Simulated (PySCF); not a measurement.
# F4W (W(F)4): the cost of one run

Computed with PySCF 2.14.0. Level: PBE0, W def2-SVP with ECP60, F def2-SVP; scalar-relativistic core potentials, no spin–orbit coupling.

2 further runs of the same task are left out: 2 for a known fault of the program.

### 1 The starting structure

5 atoms, charge 0, spin multiplicity 1.

Bond lengths: W1–F2 1.832 Å, W1–F3 1.832 Å, W1–F4 1.832 Å, W1–F5 1.832 Å. Angles: F2–W1–F3 92.1°, F2–W1–F4 157.7°, F2–W1–F5 92.1°, F3–W1–F4 92.1°, F3–W1–F5 157.7°, F4–W1–F5 92.1°.

As a file:

```xyz
5
F4W
W     0.0000    0.0000    0.0000
F     1.7980    0.0000    0.3536
F     0.0000    1.7980   -0.3536
F    -1.7980    0.0000    0.3536
F     0.0000   -1.7980   -0.3536
```

Formal oxidation states: W +4. An earlier session relaxed this geometry at PBE0, W def2-SVP with ECP60, F def2-SVP (singlet, point group D2d).

Its energy there is -465.911981 Eh.

### 2 Multiplicity 3 at the relaxed geometry

Input file run.py (the lines that set the calculation):

```python
mol = gto.M(atom='''
W      0.00000     0.00000     0.00000
F      1.79805     0.00000     0.35358
F      0.00000     1.79805    -0.35358
F     -1.79805     0.00000     0.35358
F      0.00000    -1.79805    -0.35358''',
    basis={'W': 'def2-SVP', 'F': 'def2-SVP'},
    ecp={'W': 'def2-SVP'},
    charge=0, spin=2)
mf = dft.UKS(mol, xc='PBE0')
mf.grids.atom_grid = (50, 194)
mf = mf.density_fit()  # fitting sets: W def2-universal-JKFIT, F def2-universal-JKFIT
mf.conv_tol = 1e-08; mf.max_cycle = 55
mf.kernel(dm0)  # dm0: free metal ions and neutral atoms
```

Command:

```
$ OMP_NUM_THREADS=2 python run.py
```

**Question.** How long does this run take on 2 threads of Arm Neoverse N1, shared host?

About 4.6 s.
